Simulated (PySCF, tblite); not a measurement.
# C2H7B2FS2: geometry, infrared bands and NMR shifts

What infrared bands and NMR shifts should C2H7B2FS2 (`CSBB(F)SC`) show?

Programs: tblite 0.8.0 and PySCF 2.14.0, with density-fitted response routines of our own. Each step states its level of theory. These are calculated values for one molecule in the gas phase, unless marked as measured. Atoms count from 0, in the outputs and in this text.

## 1. The molecule as given

14 atoms, charge 0, multiplicity 1; geometry from: force field or distance geometry start.

Bonds of the start (Å): C0–S1 1.81, S1–B2 1.88, B2–B3 1.69, B3–F4 1.44, B3–S5 1.90, S5–C6 1.79, C0–H7 1.09, C0–H8 1.12, C0–H9 1.11, B2–H10 1.19, C6–H11 1.09, C6–H12 1.11, C6–H13 1.11.

## 2. Optimising the geometry with GFN2-xTB

The job: settings as JSON, then the geometry in Å.

```
{"job": {"kind": "relax", "xc": "GFN2-xTB", "basis": "xTB"}, "charge": 0, "multiplicity": 1}
C      3.496700    -0.332000     0.365000
S      2.248000     0.572200     1.306200
B      0.507700    -0.084200     1.039500
B     -0.597300     0.815700     0.137900
F     -0.050000     2.020400    -0.433600
S     -2.400300     0.855100     0.737800
C     -3.469600    -0.227800    -0.204000
H      3.058300    -1.119500    -0.256600
H      4.033600     0.430000    -0.249300
H      4.267800    -0.805400     1.012200
H      0.042900    -0.693300     1.955200
H     -3.859800     0.276100    -1.093700
H     -2.979600    -1.172500    -0.529800
H     -4.299100    -0.535400     0.470800
```

Command:

```bash
$ OMP_NUM_THREADS=1 python probes_run.py task.json out
```

This one command runs all jobs of the session in turn.

**Question.** This job is followed by: GFN2-xTB harmonic vibrations, gas phase; GIAO PBE0/pcSseg-1 NMR shielding, non-relativistic, gas phase. What will the session give for the following? strongest single infrared mode (GFN2-xTB); zero-point energy (GFN2-xTB); 13C shifts against TMS (PBE0/pcSseg-1); 1H shifts against TMS (PBE0/pcSseg-1, means over atoms taken as alike); 33S shifts against CS2 (PBE0/pcSseg-1); 11B shifts against BF3·OEt2 (PBE0/pcSseg-1); 19F shifts against CFCl3 (PBE0/pcSseg-1).

As calculated:

| quantity | value |
| --- | --- |
| strongest single infrared mode (GFN2-xTB) | 1181 cm⁻¹, 227 km/mol |
| zero-point energy (GFN2-xTB) | 59.8 kcal/mol |
| 13C shifts against TMS (PBE0/pcSseg-1) | 22.5, 13.3 ppm |
| 1H shifts against TMS (PBE0/pcSseg-1, means over atoms taken as alike) | 7.89, 2.45, 2.02 ppm |
| 33S shifts against CS2 (PBE0/pcSseg-1) | 143, 35 ppm |
| 11B shifts against BF3·OEt2 (PBE0/pcSseg-1) | 72.3, 61.7 ppm |
| 19F shifts against CFCl3 (PBE0/pcSseg-1) | -20.8 ppm |

In words: Over 136 steps the energy fell by 2.314 eV; of the close pairs, S1–B2 changed most, 1.879 to 1.754 Å. All 36 modes are real, so the xTB geometry is a minimum. The strongest single mode, at 1181 cm⁻¹, moves mainly B3. GFN2-xTB is a fitted tight-binding method: band positions and strengths are rough. Its intensities can rank the bands wrongly. At PBE0/pcSseg-1: The widest tensor belongs to S1: span 566 ppm, with a paramagnetic part of -697 ppm.
